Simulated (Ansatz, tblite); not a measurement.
# C₃₈H₁₂F₆S₁₂: one state, many levels

An exercise on one series of results from a longer session: the logs are not shown, and one member is left open.

Program: Ansatz 0.2.0, Gaussian basis. Level of theory: as each input shows. These are calculated values, not measurements.

Levels to be run: GFN1-xTB, GFN2-xTB, PBE-D4/def2-TZVP, r2SCAN-D4/def2-TZVP, PBE-D4/def2-SVP, PBE0-D4/def2-SVP.

1 further run of the same task is left out (set aside as unsound or not needed).

### The relaxed structure

The geometry is that of the singlet, from an earlier relaxation (r2SCAN-D4/def2-SVP).

SMILES `FC(F)(F)c1cc2sc(-c3cc4sc(-c5cc6sc(-c7cc8sc(-c9cc%10sc(-c%11cc%12sc(C(F)(F)F)cc%12s%11)cc%10s9)cc8s7)cc6s5)cc4s3)cc2s1`, 68 atoms, charge 0, spin multiplicity 1.

Bond lengths: F1–C2 1.346 Å, C2–F3 1.343 Å, C2–F4 1.346 Å, C2–C5 1.491 Å, C5–C6 1.379 Å, C5–S56 1.746 Å, C6–C7 1.415 Å, C6–H57 1.090 Å, C7–S8 1.734 Å, C7–C55 1.404 Å, S8–C9 1.762 Å, C9–C10 1.438 Å, C9–C54 1.390 Å, C10–C11 1.391 Å, C10–S53 1.763 Å, C11–C12 1.410 Å, C11–H58 1.092 Å, C12–S13 1.734 Å and more. Angles: F1–C2–F3 107.9°, F1–C2–F4 106.4°, F1–C2–C5 112.0°, F3–C2–F4 107.5°, F3–C2–C5 110.5°, F4–C2–C5 112.3°, C2–C5–C6 126.4°, C2–C5–S56 120.0°, C6–C5–S56 113.6°, C5–C6–C7 110.7°, C5–C6–H57 123.0°, C7–C6–H57 126.3°, C6–C7–S8 135.2°, C6–C7–C55 114.0°, S8–C7–C55 110.8°, C7–S8–C9 91.3°, S8–C9–C10 119.7°, S8–C9–C54 112.0° and more.

PBE0-D4/def2-TZVP was run before; its log isn't repeated, and its numbers join the tables.

The first run:

Tight binding, by tblite at 300 K electronic temperature and without a spin-polarisation term:

```python
tblite.interface.Calculator('GFN1-xTB', numbers, positions, charge=0, uhf=0).singlepoint()
```

Tight binding, by tblite at 300 K electronic temperature and without a spin-polarisation term:

```python
tblite.interface.Calculator('GFN2-xTB', numbers, positions, charge=0, uhf=0).singlepoint()
```

start.molden holds the orbitals of an earlier run on this state, given as this run's starting guess.

File in.yaml:

```yaml
crystal:
  periodic: [false, false, false]
  atoms:
    - {symbol: F, position_ang: [-19.338647, 1.282879, -1.579876]}
    - {symbol: C, position_ang: [-18.813149, 0.065692, -1.810536]}
    - {symbol: F, position_ang: [-19.365904, -0.794313, -0.940341]}
    - {symbol: F, position_ang: [-19.211870, -0.293748, -3.045095]}
    - {symbol: C, position_ang: [-17.328532, 0.064531, -1.673997]}
    - {symbol: C, position_ang: [-16.580746, -0.781195, -0.882790]}
    - {symbol: C, position_ang: [-15.200225, -0.503074, -1.018239]}
    - {symbol: S, position_ang: [-13.742951, -1.147652, -0.334401]}
    - {symbol: C, position_ang: [-12.760277, -0.005810, -1.248563]}
    - {symbol: C, position_ang: [-11.329094, -0.027036, -1.108524]}
    - {symbol: C, position_ang: [-10.550356, -0.880336, -0.333610]}
    - {symbol: C, position_ang: [-9.177233, -0.584115, -0.451871]}
    - {symbol: S, position_ang: [-7.719253, -1.236036, 0.224624]}
    - {symbol: C, position_ang: [-6.736664, -0.067544, -0.657142]}
    - {symbol: C, position_ang: [-5.308168, -0.083753, -0.513489]}
    - {symbol: C, position_ang: [-4.516957, -1.005820, 0.166005]}
    - {symbol: C, position_ang: [-3.147842, -0.680336, 0.081075]}
    - {symbol: S, position_ang: [-1.679811, -1.385301, 0.679066]}
    - {symbol: C, position_ang: [-0.713497, -0.114841, -0.070113]}
    - {symbol: C, position_ang: [0.714996, -0.123639, 0.070554]}
    - {symbol: C, position_ang: [1.522226, -1.085935, 0.671317]}
    - {symbol: C, position_ang: [2.885884, -0.731090, 0.614913]}
    - {symbol: S, position_ang: [4.366523, -1.455640, 1.156255]}
    - {symbol: C, position_ang: [5.309301, -0.108659, 0.519148]}
    - {symbol: C, position_ang: [6.737692, -0.098428, 0.663377]}
    - {symbol: C, position_ang: [7.562944, -1.075941, 1.211668]}
    - {symbol: C, position_ang: [8.919408, -0.691256, 1.176651]}
    - {symbol: S, position_ang: [10.413175, -1.416495, 1.673886]}
    - {symbol: C, position_ang: [11.328223, -0.014552, 1.126358]}
    - {symbol: C, position_ang: [12.761662, 0.033081, 1.259748]}
    - {symbol: C, position_ang: [13.624699, 0.984214, 0.726434]}
    - {symbol: C, position_ang: [14.967180, 0.715254, 1.070405]}
    - {symbol: S, position_ang: [16.486843, 1.483925, 0.742868]}
    - {symbol: C, position_ang: [17.326859, 0.257040, 1.659832]}
    - {symbol: C, position_ang: [18.811966, 0.303483, 1.780875]}
    - {symbol: F, position_ang: [19.241583, 1.488892, 2.251212]}
    - {symbol: F, position_ang: [19.425854, 0.118636, 0.596834]}
    - {symbol: F, position_ang: [19.246492, -0.653877, 2.615713]}
    - {symbol: C, position_ang: [16.492104, -0.700107, 2.195768]}
    - {symbol: C, position_ang: [15.144235, -0.434911, 1.857260]}
    - {symbol: S, position_ang: [13.620306, -1.191161, 2.189135]}
    - {symbol: C, position_ang: [10.502313, 0.962032, 0.577999]}
    - {symbol: C, position_ang: [9.148744, 0.573442, 0.606257]}
    - {symbol: S, position_ang: [7.655646, 1.301222, 0.107105]}
    - {symbol: C, position_ang: [4.500213, 0.851335, -0.082045]}
    - {symbol: C, position_ang: [3.138145, 0.495189, -0.024740]}
    - {symbol: S, position_ang: [1.659850, 1.223590, -0.563030]}
    - {symbol: C, position_ang: [-1.506103, 0.807932, -0.747244]}
    - {symbol: C, position_ang: [-2.874875, 0.484073, -0.658054]}
    - {symbol: S, position_ang: [-4.341477, 1.191112, -1.254492]}
    - {symbol: C, position_ang: [-7.516405, 0.786182, -1.432270]}
    - {symbol: C, position_ang: [-8.889611, 0.490162, -1.311756]}
    - {symbol: S, position_ang: [-10.346857, 1.144248, -1.985933]}
    - {symbol: C, position_ang: [-13.535665, 0.831702, -2.041697]}
    - {symbol: C, position_ang: [-14.912709, 0.544335, -1.907930]}
    - {symbol: S, position_ang: [-16.366408, 1.198668, -2.588803]}
    - {symbol: H, position_ang: [-17.024941, -1.547951, -0.247432]}
    - {symbol: H, position_ang: [-10.972302, -1.676129, 0.282897]}
    - {symbol: H, position_ang: [-4.927805, -1.872796, 0.686091]}
    - {symbol: H, position_ang: [1.125737, -1.998261, 1.119967]}
    - {symbol: H, position_ang: [7.184503, -2.018873, 1.609972]}
    - {symbol: H, position_ang: [13.286608, 1.816786, 0.108707]}
    - {symbol: H, position_ang: [16.853814, -1.535485, 2.795995]}
    - {symbol: H, position_ang: [10.876425, 1.911695, 0.194260]}
    - {symbol: H, position_ang: [4.894987, 1.760906, -0.537822]}
    - {symbol: H, position_ang: [-1.095017, 1.666637, -1.280578]}
    - {symbol: H, position_ang: [-7.093728, 1.574702, -2.057119]}
    - {symbol: H, position_ang: [-13.112062, 1.608487, -2.680719]}
basis:
  gaussian: {orbitals: def2-TZVP, fitting: {mean_field: def2-universal-jkfit}, initial_orbitals: start.molden}
hamiltonian: {xc: pbe, dispersion: d4}
scf: {omitted_lower_state_checks: [starts]}
output: {forces: true, orbitals: {seedname: orbitals}}
```

On the command line:

```console
$ ansatz run in.yaml --threads 11 --pin off --events-out ev --progress --plain --max-ram 174080MiB --backend cuda --devices 0, --max-vram 75GiB
```

Among the steps run: PBE-D4/def2-TZVP; r2SCAN-D4/def2-TZVP; PBE-D4/def2-SVP; PBE0-D4/def2-SVP.

One table of the session follows, with a row left open; its other results are not shown here.

It belongs to the step «Binding energy». 

| level | binding an atom (eV) |
| --- | --- |
| PBE-D4/def2-SVP | 5.649 |
| PBE-D4/def2-TZVP | 5.567 |
| r2SCAN-D4/def2-TZVP | 5.331 |
| PBE0-D4/def2-SVP | ? |
| PBE0-D4/def2-TZVP | 5.391 |

Q: Estimate the row for PBE0-D4/def2-SVP from the others.

As computed: binding an atom (eV): 5.464. In the column «binding an atom (eV)» it lies between PBE0-D4/def2-TZVP (5.391) and PBE-D4/def2-TZVP (5.567).

Limits of these values: Free atoms were run apart at each level; binding is atoms less cluster, divided by the number of atoms, without zero-point or spin-orbit terms.
